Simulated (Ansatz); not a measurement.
**CH2Se: a ladder of functionals and wavefunction methods**

One table from this session's results is given with a row withheld; the runs are named, their logs left out.

Computed with Ansatz 0.2.0, Gaussian basis. Level: functionals in def2-TZVPP, the program's frozen cores in correlated methods.

Plan: LDA (SPW92), PBE-D4, revPBE-D4, BLYP-D4, r2SCAN-D4, B97M-V, PBE0-D4, B3LYP-D4, r2SCANh-D4, r2SCAN0-D4, HSE06-D4, BHLYP-D4, CAM-B3LYP-D4, LC-ωPBE, ωB97X-V, ωB97M-V, B2PLYP, PBE-QIDH; CCSD(T)/def2-SVP; CCSD(T)/def2-TZVPP; CCSD(T)/def2-QZVPP; extrapolation to the limit; RPA on PBE.

**The relaxed structure**

The geometry comes from an earlier relaxation with PBE0-D4 in a triple-zeta def2 set; it is a stationary point.

4 atoms, charge 0, spin multiplicity 1.

Atoms are counted from 1 here; the program's logs count them from 0.

Bond lengths: C1–Se2 1.741 Å, C1–H3 1.087 Å, C1–H4 1.087 Å. Angles: Se2–C1–H3 121.8°, Se2–C1–H4 121.8°, H3–C1–H4 116.4°.

Set-up of the first run:

Input file in.yaml:

```yaml
crystal:
  periodic: [false, false, false]
  atoms:
    - {symbol: C, position_ang: [-0.115632, -0.042483, -0.073025]}
    - {symbol: Se, position_ang: [1.399181, 0.278124, 0.722295]}
    - {symbol: H, position_ang: [-0.564581, -1.032773, -0.072147]}
    - {symbol: H, position_ang: [-0.663369, 0.736832, -0.597321]}
basis:
  gaussian: {orbitals: def2-TZVPP}
hamiltonian: {xc: lda}
output: {orbitals: {seedname: orbitals}}
```

Started as:

```
$ ansatz run in.yaml --threads 4 --pin off --events-out ev --progress --plain --max-ram 10444MiB
```

Among the steps run: LDA; PBE-D4 (GGA); revPBE-D4 (GGA); BLYP-D4 (GGA); r2SCAN-D4 (meta-GGA); B97M-V (meta-GGA); B3LYP-D4 (hybrid); r2SCANh-D4 (hybrid); r2SCAN0-D4 (hybrid); HSE06-D4 (hybrid); BHLYP-D4 (hybrid); CAM-B3LYP-D4 (range-separated); LC-ωPBE (range-separated); ωB97X-V (range-separated); ωB97M-V (range-separated); B2PLYP (double hybrid); PBE-QIDH (double hybrid).

One of the session's tables, all rows but one given; the rest of the session is left out.

It belongs to the step «Frontier levels by functional». 

```
  functional  HOMO (eV)  LUMO (eV)  gap (eV)
 LDA (SPW92)      -5.39      -3.90      1.49
      PBE-D4      -5.27      -3.69      1.58
   revPBE-D4      -5.23      -3.61      1.61
     BLYP-D4      -5.11      -3.54      1.57
   r2SCAN-D4          ?          ?         ?
      B97M-V      -5.59      -3.46      2.13
     PBE0-D4      -6.43      -2.78      3.65
    B3LYP-D4      -6.20      -2.98      3.22
  r2SCANh-D4      -5.92      -3.26      2.66
  r2SCAN0-D4      -6.57      -2.75      3.83
    HSE06-D4      -6.03      -3.17      2.87
    BHLYP-D4      -7.44      -1.74      5.69
CAM-B3LYP-D4      -7.73      -1.64      6.09
     LC-ωPBE      -9.11      -0.54      8.57
     ωB97X-V      -8.75      -0.57      8.17
     ωB97M-V      -8.60      -0.63      7.98
```

Q: Estimate the row for r2SCAN-D4 from the others.

Worked estimate for «HOMO (eV)». Against the share of exact exchange, r2SCANh-D4 (0.1, -5.92), r2SCAN0-D4 (0.25, -6.57) give a slope of -4.33 per unit share; at 0 the line stands at -5.49.

The run gave: HOMO (eV): -5.49; LUMO (eV): -3.61; gap (eV): 1.88. In «HOMO (eV)» the line misses by 0.00.
